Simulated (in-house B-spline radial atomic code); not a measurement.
**Zr in a hard spherical wall**

Aim: energy and levels of Zr squeezed by an impenetrable sphere of shrinking radius. More than one configuration is followed.

Method: non-relativistic PBE, spin-polarised, spherical fractional occupations, point nucleus, basis-set limit. Code: in-house B-spline radial atomic code version 1.

### Step 1. Starting point

- element: zirconium (Z = 40)
- charge: 0
- electrons: 40
- configuration: [Kr] 4d2 5s2
- Hamiltonian: non-relativistic
- nucleus: point

Outer shells as boxes (Hund's rule):

[Kr] 4d2 5s2
```
[Kr] core
4d [↑ ][↑ ][  ][  ][  ]
5s [↑↓]
```

Where spins are not typed, each open shell is filled with up spins first.

Input settings:

```ini
Z = 40
electrons = 40.0
configuration = [Kr] 4d2 5s2
hamiltonian = nr
method = pbe,pbe
spin_polarised = True
```

From the earlier run of the reference: total energy -3540.480189 hartree. Levels, eight at most:

```
orbital  occupation  energy (eV)  <r> (bohr)
3d down           5      -177.63      0.4514
  4s up           1      -52.577       1.243
4s down           1      -51.557       1.238
  4p up           3      -32.663       1.382
4p down           3      -31.515       1.375
  5s up           1       -4.515       3.754
  4d up           2       -4.437       2.204
5s down           1       -3.923       3.920
```

### Step 2. Wall at 9.97 bohr, configuration [Kr] 4d2 5s2

Input settings:

```ini
Z = 40
electrons = 40.0
configuration = [Kr] 4d2 5s2
hamiltonian = nr
method = pbe,pbe
spin_polarised = True
wall_radius = 9.97
```

### Step 3. Wall at 3.54 bohr, configuration [Kr] 4d2 5s2

Settings: those of step 2 with these lines changed.

```diff
@@ -6,2 +6,2 @@
 spin_polarised = True
-wall_radius = 9.97
+wall_radius = 3.54
```

### Step 4. Wall at 1.8 bohr, configuration [Kr] 4d2 5s2

Settings: those of step 3 with these lines changed.

```diff
@@ -6,2 +6,2 @@
 spin_polarised = True
-wall_radius = 3.54
+wall_radius = 1.8
```

### Step 5. Wall at 9.97 bohr, configuration [Kr] 4d2 5s1 5p1

Input settings:

```ini
Z = 40
electrons = 40.0
configuration = [Kr] 4d2 5s1 5p1
hamiltonian = nr
method = pbe,pbe
spin_polarised = True
wall_radius = 9.97
```

### Step 6. Wall at 3.54 bohr, configuration [Kr] 4d2 5s1 5p1

Settings: those of step 5 with these lines changed.

```diff
@@ -6,2 +6,2 @@
 spin_polarised = True
-wall_radius = 9.97
+wall_radius = 3.54
```

### Step 7. Wall at 1.8 bohr, configuration [Kr] 4d2 5s1 5p1

Settings: those of step 6 with these lines changed.

```diff
@@ -6,2 +6,2 @@
 spin_polarised = True
-wall_radius = 3.54
+wall_radius = 1.8
```

### Step 8. Wall at 9.97 bohr, configuration [Ar] 3d10 4s2 4p5 4d3 5s2

Input settings:

```ini
Z = 40
electrons = 40.0
configuration = [Ar] 3d10 4s2 4p5 4d3 5s2
hamiltonian = nr
method = pbe,pbe
spin_polarised = True
wall_radius = 9.97
```

### Step 9. Wall at 3.54 bohr, configuration [Ar] 3d10 4s2 4p5 4d3 5s2

Settings: those of step 8 with these lines changed.

```diff
@@ -6,2 +6,2 @@
 spin_polarised = True
-wall_radius = 9.97
+wall_radius = 3.54
```

### Step 10. Wall at 1.8 bohr, configuration [Ar] 3d10 4s2 4p5 4d3 5s2

Settings: those of step 9 with these lines changed.

```diff
@@ -6,2 +6,2 @@
 spin_polarised = True
-wall_radius = 3.54
+wall_radius = 1.8
```

**Question.** What do the energy and the highest level do as the wall closes in, and which configuration is lower at each radius?

**Answer**, as computed:

| configuration | radius (bohr) | energy above the free system (eV) | pressure (GPa) | highest level (eV) |
| --- | --- | --- | --- | --- |
| [Kr] 4d2 5s2 | 9.97 | 0.0456 | 0.0407 | -3.832 (5s down) |
| [Kr] 4d2 5s2 | 3.54 | 40.756 | 369 | 18.380 (5s down) |
| [Kr] 4d2 5s2 | 1.8 | 778.04 | 45789 | 244.57 (5s down) |
| [Kr] 4d2 5s1 5p1 | 9.97 | 1.917 | 0.0817 | -2.135 (5p up) |
| [Kr] 4d2 5s1 5p1 | 3.54 | 48.131 | 400 | 25.991 (5p up) |
| [Kr] 4d2 5s1 5p1 | 1.8 | 797.86 | 45922 | 264.81 (5p up) |
| [Ar] 3d10 4s2 4p5 4d3 5s2 | 9.97 | 26.704 | 0.0365 | -3.777 (5s down) |
| [Ar] 3d10 4s2 4p5 4d3 5s2 | 3.54 | 67.701 | 380 | 18.254 (5s down) |
| [Ar] 3d10 4s2 4p5 4d3 5s2 | 1.8 | 820.23 | 46392 | 245.24 (5s down) |

What this shows: For [Kr] 4d2 5s2 the energy above the free reference is 0.0456 eV at 9.97 bohr and 778.04 eV at 1.8 bohr, where the electrons press on it with 45789 GPa. Its highest level passes zero between 9.97 and 3.54 bohr; in smaller spheres the level is positive, pushed up by confinement, and the wall keeps the electron in. Of [Kr] 4d2 5s2 and [Kr] 4d2 5s1 5p1, the first stays lower at every radius that both share. At 1.8 bohr the lowest of all 3 is [Kr] 4d2 5s2. A hard wall is a crude model of an atom's surroundings.
